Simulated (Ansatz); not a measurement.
Consider a comparison of norm-conserving and PAW potentials of Al, space group P6_3/mmc (the Python package of Ansatz (0.2.0)).

Script `al.py`:
```python
"""Norm-conserving against PAW potentials for Al."""

import ansatz as az
import numpy as np
import pandas as pd


def count_gap(report):
    # lowest empty less highest filled band, counting bands; zero where they overlap
    return max(report.get("gap_by_band_count_ev") or 0.0, 0.0)

cell = (
    az.Lattice.from_parameters(2.81245535, 2.81245535, 4.86685, alpha=90, beta=90, gamma=120)
    .space_group(194)
    .atom("Al", [2 / 3, 1 / 3, 0.75])
)

model = (
    cell.calculation()
    .kpoints(spacing=0.2)
    .functional("lda")
    .occupations("Marzari-Vanderbilt", width=0.1)
    .stress()
    .forces()
    .band_table()
)
variants = {
    "PAW": model.pseudopotentials("paw"),
    "norm-conserving": model.pseudopotentials("nc"),
}
# totals differ by the cores that each treatment holds, so compare what does not depend on them
rows = []
for label, variant in variants.items():
    r = variant.run(threads=1).report
    levels = np.array(r["eigenvalues_ev"][0]) - r["fermi_energy_ev"]
    print(label, "levels at the first k-point near E_F:", np.round(levels[np.abs(levels) < 5], 3))
    rows.append((label, r["n_electrons"], np.trace(r["stress_gpa"]) / 3, count_gap(r)))
print(pd.DataFrame(rows, columns=["treatment", "electrons in bands", "P GPa", "gap by band count eV"]).round(4).to_string(index=False))
```

How well do the two treatments of the cores agree on the pressure?

PAW gives -2.993 GPa and norm-conserving -3.205 GPa, 0.21 GPa apart. They took 1.0 and 1.1 s of processor time.

The output:

Running `python al.py` prints:
```text
DeckWarning: basis.ecutwfc = 420 eV, auto-derived from the records' recommended cutoffs: set by Al (normal level)
PAW levels at the first k-point near E_F: [-4.784]
DeckWarning: basis.ecutwfc = 598.650497 eV, auto-derived from the records' recommended cutoffs: set by Al (normal level)
norm-conserving levels at the first k-point near E_F: [-4.794]
      treatment  electrons in bands   P GPa  gap by band count eV
            PAW                 6.0 -2.9930                   0.0
norm-conserving                 6.0 -3.2045                   0.0
```
(Warnings from the package without file and line.)

The computed bands are complete only to about 2.7 eV above the Fermi level. A gap by band count of zero or less means overlapping bands, a metal. This isn't the structure that Al takes at ambient conditions. Gaps and levels are Kohn-Sham values on a finite set of k-points. Stress is positive in compression. Timing: 2.9 s on 1 thread of Intel(R) Xeon(R) Processor @ 2.30GHz, with other jobs on the host, peak memory 0.52 GiB.
